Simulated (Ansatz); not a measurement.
# SrBi2O6: a short molecular-dynamics run

What does SrBi2O6 do over 20 steps of 0.5 fs under a Nosé-Hoover thermostat at 100 K? The cell is a randomly packed cell of 9 atoms, taken as it stands, without a relaxation.

All numbers below are computed with Ansatz 0.2.0 (DFT PBE, plane waves, PAW, scalar-relativistic, no spin polarisation).

### Step 1. The system as given

The cell holds 9 atoms (Bi2O6Sr): a = 5.318 Å, b = 5.256 Å, c = 5.984 Å, α = 85.47°, β = 106.48°, γ = 90.03°.

Coordinates:

```cif
data_structure
_symmetry_space_group_name_H-M 'P 1'
_symmetry_Int_Tables_number 1
_cell_length_a 5.3175
_cell_length_b 5.2563
_cell_length_c 5.9839
_cell_angle_alpha 85.465
_cell_angle_beta 106.483
_cell_angle_gamma 90.034
_cell_volume 159.84
loop_
_atom_site_label
_atom_site_type_symbol
_atom_site_fract_x
_atom_site_fract_y
_atom_site_fract_z
_atom_site_occupancy
Sr1 Sr 0.23525 0.30577 0.64815 1
Bi1 Bi 0.06363 0.68873 0.12767 1
Bi2 Bi 0.60678 0.08762 0.29236 1
O1 O 0.04172 0.16690 0.17432 1
O2 O 0.65291 0.65746 0.71257 1
O3 O 0.59658 0.51493 0.04527 1
O4 O 0.96218 0.84667 0.69401 1
O5 O 0.82655 0.33722 0.87631 1
O6 O 0.69960 0.98495 0.85525 1
```

### Step 2. Molecular dynamics

Contents of input.yaml:

```yaml
crystal:
  lattice:
    - [5.261533, 0.314213, -0.702415]
    - [-0.272318, 5.239036, 0.327501]
    - [-0.930123, 0.056821, 5.910936]
  atoms:
    - { symbol: Sr, position: [0.235248, 0.305774, 0.648148] }
    - { symbol: Bi, position: [0.063627, 0.688732, 0.127674] }
    - { symbol: Bi, position: [0.606782, 0.08762, 0.292365] }
    - { symbol: O, position: [0.041716, 0.166897, 0.174316] }
    - { symbol: O, position: [0.652913, 0.657459, 0.712566] }
    - { symbol: O, position: [0.596578, 0.514929, 0.045269] }
    - { symbol: O, position: [0.962177, 0.846665, 0.694009] }
    - { symbol: O, position: [0.826548, 0.337216, 0.876312] }
    - { symbol: O, position: [0.699599, 0.984948, 0.855253] }
kpoints:
  mp_grid: { grid: [3, 3, 3] }
magnetization:
  spin_polarized: false
scf:
  occupations: { method: fermi_dirac, width: 0.1 }
hamiltonian:
  pseudopotentials: { kind: paw }
  xc: pbe
basis:
  ecutwfc: 420
md:
  timestep: 0.5
  n_steps: 20
  ensemble: nvt_nose_hoover
  temperature: 100.0
  initial_velocities: maxwell_boltzmann
  seed: 269887
```

Launch:

```bash
> ansatz run input.yaml --threads 2 --pin off --max-ram 2560MiB --backend cpu --events-out ev --progress --plain --runs-dir out
```

What does the calculation give? Wanted: temperature, first and last step; temperature, second half; potential energy, second half; largest change of the conserved energy; mean square displacement, second half.

As calculated:

| quantity | value |
| --- | --- |
| length | 20 steps of 0.5 fs |
| temperature, first and last step | 100 and 1096 K |
| temperature, second half | mean 719 K, from 392 to 1096 K |
| potential energy, second half | -72 meV/atom from the start |
| largest change of the conserved energy | 0.02 meV/atom |
| mean square displacement, second half | O 0.003, Sr 0.000, Bi 0.000 Å² |

What this shows: Against a set 100 K the second half averages 719 K, going from 392 to 1096 K over that half; the potential energy of that half lies 72 meV/atom under the start, so the atoms have moved to lower-lying arrangements, and the energy set free heats the cell. The conserved energy strays from its start by at most 0.02 meV/atom, under 0.1 % of the mean kinetic energy, which is good for a step of 0.5 fs. Over the second half O atoms stand 0.1 Å (root mean square) from where they began, and the farthest move is 0.1 Å. Averages from a run of 10 fs with 9 atoms are rough.
